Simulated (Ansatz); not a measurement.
I need energies of removing a hydrogen of AsBFH5O, SMILES O[B@@H-](F)[AsH3+]. Use the Python package of Ansatz (0.2.0). Use (for the species named): r2scan0, def2-SVP basis, multiplicity 1.

| atom | x (Å) | y (Å) | z (Å) |
| --- | --- | --- | --- |
| O | -1.1590 | 1.1598 | -0.6792 |
| B | -0.8201 | -0.1804 | -0.1709 |
| F | -1.1549 | -1.1744 | -1.1776 |
| As | 1.1883 | -0.2808 | 0.2336 |
| H | -1.0545 | 1.7724 | 0.0930 |
| H | -1.4380 | -0.4108 | 0.8236 |
| H | 1.3348 | -1.7835 | 0.6401 |
| H | 1.7914 | 0.1297 | -1.1495 |
| H | 1.3119 | 0.7679 | 1.3868 |

Script `bde_asbfh5o.py`:
```python
"""Cost of removing each kind of hydrogen from AsBFH5O, fragments frozen."""

import ansatz


def total_energy(molecule, charge=0, unpaired=0):
    calc = (
        molecule.calculation()
        .basis(gaussian="def2-SVP")
        .functional("r2scan0")
    )
    if charge:
        calc = calc.charge(charge)
    if unpaired:
        calc = calc.spin("collinear", total=unpaired)
    return calc.run(threads=1).report["free_energy_ev"]

GEOMETRY = """
O    -1.15900    1.15980   -0.67920
B    -0.82010   -0.18040   -0.17090
F    -1.15490   -1.17440   -1.17760
As    1.18830   -0.28080    0.23360
H    -1.05450    1.77240    0.09300
H    -1.43800   -0.41080    0.82360
H     1.33480   -1.78350    0.64010
H     1.79140    0.12970   -1.14950
H     1.31190    0.76790    1.38680
"""

def without(molecule, index):
    rest = ansatz.Crystal.molecule()
    for i, site in enumerate(molecule.cartesian_sites):
        if i != index:
            rest = rest.atom(site.symbol, site.position_ang)
    return rest

asbfh5o = ansatz.Crystal.molecule()
for line in GEOMETRY.strip().splitlines():
    symbol, *xyz = line.split()
    asbfh5o = asbfh5o.atom(symbol, [float(v) for v in xyz])

whole = total_energy(asbfh5o, 0)
hydrogen = total_energy(ansatz.Crystal.molecule().atom("H", (0, 0, 0)), 0, 1)
print(f"E(molecule) = {whole:.5f} eV, E(H) = {hydrogen:.5f} eV")
for index in [4, 5, 8]:
    radical = total_energy(without(asbfh5o, index), 0, 1)
    print(f"H{index}: homolysis {(radical + hydrogen - whole):.3f} eV")
    anion = total_energy(without(asbfh5o, index), -1)
    print(f"H{index}: loss of a proton {(anion - whole):.3f} eV")
```

```console
$ python bde_asbfh5o.py
E(molecule) = -66347.72100 eV, E(H) = -13.58464 eV
H4: homolysis 4.546 eV
H4: loss of a proton 17.747 eV
H5: homolysis 4.188 eV
H5: loss of a proton 18.733 eV
H8: homolysis 2.989 eV
H8: loss of a proton 13.656 eV
```

What to keep in mind:
- Total energies depend on the basis set; only differences at equal settings carry meaning.
- The geometry is a force-field or estimated start, not a minimum of this method, and the basis set is short of its limit. All parts are taken at fixed geometry, without zero-point energy.
- Anions want diffuse functions, which this basis lacks.
- Hardware and time: 83 s on 1 thread of Arm Neoverse V2, with other jobs on the host, peak memory 0.38 GiB.
